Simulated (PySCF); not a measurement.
# [IrF3]+: relaxation and vibrations of the quartet

The task is one start of a wider search on [IrF3]+: the quartet, from a trigonal planar start. It is relaxed, tested by its Hessian and followed downhill if it is a saddle.

The runs use PySCF 2.14.0; B3LYP, basis Ir def2-SVP with ECP60, F def2-SVP, scalar-relativistic core potentials, no spin–orbit coupling, density fitting.

## 1. The system as given

4 atoms, charge 1, spin multiplicity 4.

Bond lengths: Ir1–F2 1.823 Å, Ir1–F3 1.823 Å, Ir1–F4 1.823 Å. Angles: F2–Ir1–F3 120.0°, F2–Ir1–F4 120.0°, F3–Ir1–F4 120.0°.

```xyz
4
charge 1 multiplicity 4
Ir    0.0000    0.0000    0.0000
F     1.8228    0.0000    0.0000
F    -0.9114    1.5786    0.0000
F    -0.9114   -1.5786    0.0000
```

## 2. Relaxation: trigonal planar start, quartet

One driver script runs all steps and calls PySCF; scf.py shows how it sets up the SCF of each step. The optimiser is the driver's own. Before each start the driver seeks the lowest SCF state from one or more starting densities and follows internal instabilities, so scf.py alone need not reach the same state.

The program finds D3h symmetry in the start, which this walk keeps. The walk stops when the largest gradient is under 0.0003 Eh/bohr and the energy has settled too.

scf.py

```python
from pyscf import gto, scf, dft
mol = gto.M(atom='''
Ir    -0.000000     0.000000    -0.000000
F      1.822805    -0.000004    -0.000000
F     -0.911399     1.578598    -0.000000
F     -0.911406    -1.578593     0.000000''',
    basis={'Ir': 'def2-SVP', 'F': 'def2-SVP'},
    ecp={'Ir': 'def2-SVP'},
    charge=1, spin=3)
mf = dft.UKS(mol, xc='B3LYP')
mf.grids.atom_grid = (50, 194)
aux = {'Ir': 'def2-universal-JKFIT', 'F': 'def2-universal-JKFIT'}
mf = mf.density_fit(auxbasis=aux)
mf.kernel()
```

Further steps of the session: Relaxing without the symmetry constraint; Vibrations and properties at this point; Leaving the saddle point; Hessian and properties.

What does the calculation give? Wanted: minimum; geometry; wavenumbers; dipole moment; highest occupied, lowest empty level; polar-tensor charge of Ir1; zero-point energy; ⟨S²⟩.

The runs gave:

```
                                          quantity                                                               value
                                           minimum                                                        quartet, C2v
                                          geometry  Ir–F 1.805 Å, Ir–F 1.823 Å (×2); F–Ir–F 100.3° (×2), F–Ir–F 159.5°
                                wavenumbers (cm⁻¹)          147 (b2), 157 (b1), 170 (a1), 723 (a1), 744 (a1), 763 (b2)
                    dipole moment (centre of mass)                                                              1.26 D
highest occupied, lowest empty level (either spin)                                                   -16.67, -13.85 eV
                        polar-tensor charge of Ir1                                                             +1.93 e
                                 zero-point energy                                                         16.2 kJ/mol
                               entropy at 298.15 K                                                     326.6 J/(mol K)
                                              ⟨S²⟩                                                               3.759
```

**Reading.** The trigonal planar start (D3h) ends in a minimum of C2v symmetry, after a stop at a saddle point 7.9 kJ/mol higher, from which it was pushed off along an imaginary mode. The strongest infrared band lies at 763 cm⁻¹ (b2, stretch). Most of the spin sits on Ir1 (Mulliken spin 2.12, against 3 for the whole molecule). Other starts or spin states, not run here, may lie lower. Open d and f shells are described by one determinant, and the ground state may have another occupation or spin. With an element this heavy the missing spin–orbit coupling can shift these numbers.
